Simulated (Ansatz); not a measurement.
**CH₃AlBrF: one species, many methods**

One table from this session's results is given with a row withheld; the runs are named, their logs left out.

Method: functionals in def2-TZVPP, the program's frozen cores in correlated methods; program: Ansatz 0.2.0, Gaussian basis.

Levels to be run: LDA (SPW92), PBE-D4, revPBE-D4, BLYP-D4, r2SCAN-D4, B97M-V, PBE0-D4, B3LYP-D4, r2SCANh-D4, r2SCAN0-D4, HSE06-D4, BHLYP-D4, CAM-B3LYP-D4, LC-ωPBE, ωB97X-V, ωB97M-V, B2PLYP, PBE-QIDH; CCSD(T)/def2-SVP; CCSD(T)/def2-TZVPP; MP2/def2-QZVPP; extrapolation to the limit; RPA on PBE.

## The geometry

The geometry comes from an earlier relaxation with PBE0-D4 in a triple-zeta def2 set; it is a stationary point, not always the lowest conformer.

SMILES `F[CH2][AlH][Br]`, 7 atoms, charge 0, spin multiplicity 1.

Atoms are counted from 1 here; the program's logs count them from 0.

Bond lengths: F1–C2 1.391 Å, C2–Al3 1.976 Å, C2–H5 1.099 Å, C2–H6 1.099 Å, Al3–Br4 2.249 Å, Al3–H7 1.579 Å. Angles: F1–C2–Al3 113.1°, F1–C2–H5 108.1°, F1–C2–H6 108.1°, Al3–C2–H5 110.7°, Al3–C2–H6 110.7°, H5–C2–H6 105.8°, C2–Al3–Br4 119.4°, C2–Al3–H7 121.2°, Br4–Al3–H7 119.3°.

The first run:

Contents of in.yaml:

```yaml
crystal:
  periodic: [false, false, false]
  atoms:
    - {symbol: F, position_ang: [-0.869801, 1.546967, 0.579166]}
    - {symbol: C, position_ang: [0.096913, 0.559599, 0.735875]}
    - {symbol: Al, position_ang: [0.096562, -0.766410, -0.729164]}
    - {symbol: Br, position_ang: [-1.386534, -0.559293, -2.406856]}
    - {symbol: H, position_ang: [-0.070889, 0.069199, 1.704603]}
    - {symbol: H, position_ang: [1.076229, 1.051204, 0.815454]}
    - {symbol: H, position_ang: [1.118621, -1.969364, -0.744778]}
basis:
  gaussian: {orbitals: def2-TZVPP}
hamiltonian: {xc: lda}
output: {orbitals: {seedname: orbitals}}
```

Started as:

```console
$ ansatz run in.yaml --threads 2 --pin off --events-out ev --progress --plain --max-ram 4352MiB
```

Steps of the session up to this table: LDA; PBE-D4 (GGA); revPBE-D4 (GGA); BLYP-D4 (GGA); r2SCAN-D4 (meta-GGA); B97M-V (meta-GGA); PBE0-D4 (hybrid); B3LYP-D4 (hybrid); r2SCANh-D4 (hybrid); r2SCAN0-D4 (hybrid); HSE06-D4 (hybrid); BHLYP-D4 (hybrid); CAM-B3LYP-D4 (range-separated); LC-ωPBE (range-separated); ωB97X-V (range-separated); ωB97M-V (range-separated); B2PLYP (double hybrid); PBE-QIDH (double hybrid).

One table of the session follows, with a row left open; its other results are not shown here.

It belongs to the step «Orbital energies across the functionals». 

| functional | HOMO (eV) | LUMO (eV) | gap (eV) |
| --- | --- | --- | --- |
| LDA (SPW92) | -6.76 | -2.53 | 4.23 |
| PBE-D4 | -6.62 | -2.27 | 4.35 |
| revPBE-D4 | -6.57 | -2.16 | 4.41 |
| BLYP-D4 | -6.53 | -2.16 | 4.37 |
| r2SCAN-D4 | -6.93 | -1.96 | 4.97 |
| B97M-V | -7.03 | -2.12 | 4.92 |
| PBE0-D4 | -8.01 | -1.53 | 6.48 |
| B3LYP-D4 | -7.80 | -1.74 | 6.06 |
| r2SCANh-D4 | -7.45 | -1.71 | 5.74 |
| r2SCAN0-D4 | -8.22 | -1.35 | 6.87 |
| HSE06-D4 | -7.61 | -1.90 | 5.71 |
| BHLYP-D4 | -9.28 | -0.77 | 8.50 |
| CAM-B3LYP-D4 | ? | ? | ? |
| LC-ωPBE | -10.74 | 0.49 | 11.23 |
| ωB97X-V | -10.39 | 0.37 | 10.76 |
| ωB97M-V | -10.24 | 0.10 | 10.34 |

Estimate the missing values for CAM-B3LYP-D4.

As computed: HOMO (eV): -9.40; LUMO (eV): -0.61; gap (eV): 8.79. In the column «HOMO (eV)» it lies between ωB97M-V (-10.24) and BHLYP-D4 (-9.28).
